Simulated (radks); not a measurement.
# C in [He] 2s1.5 2p2 3p0.5: an all-electron calculation

An exercise on one series of results from a longer session: the logs are not shown, and one member is left open.

The numbers are computed with radks (a radial shooting solver on a logarithmic mesh, Libxc functionals) version 1 (scalar-relativistic Kohn-Sham, LDA (Slater exchange, Perdew-Zunger correlation), spin-polarised, spherical densities, finite nucleus; open shells are filled with parallel spins first), except any that are marked as measured or tabulated.

### Starting point

```
element            : carbon (Z = 6)
charge             : 0
electrons          : 6
configuration      : [He] 2s1.5 2p2 3p0.5
nuclear rms radius : 2.4702 fm
```

The first run:

The run's settings:

```text
Z 6
configuration [He] 2s1.5 2p2 3p0.5
relativity scalar-relativistic
functional lda,pz
spin polarised
nucleus finite rms 2.4702 fm
c 137.035999084
```

Steps of the session up to this table: Self-consistent calculation.

One table of the session follows, with a row left open; its other results are not shown here.

It belongs to the step «Orbitals and density». Radial moments (bohr):

| level | <r> | outermost maximum (interpolated) | 90 % within |
| --- | --- | --- | --- |
| 1s up | ? | ? | ? |
| 1s down | 0.2719 | 0.175 | 0.488 |
| 2s up | 1.507 | 1.19 | 2.39 |
| 2s down | 1.590 | 1.22 | 2.55 |
| 2p up | 1.586 | 1.13 | 2.68 |
| 2p down | 1.796 | 1.20 | 3.11 |
| 3p up | 8.905 | 7.70 | 13.4 |
| 3p down | 10.49 | 9.01 | 15.8 |

Estimate the missing values for 1s up.

As computed: <r>: 0.2730; outermost maximum (interpolated): 0.175; 90 % within: 0.491. In the column «<r>» it lies between 1s down (0.2719) and 2s up (1.507).
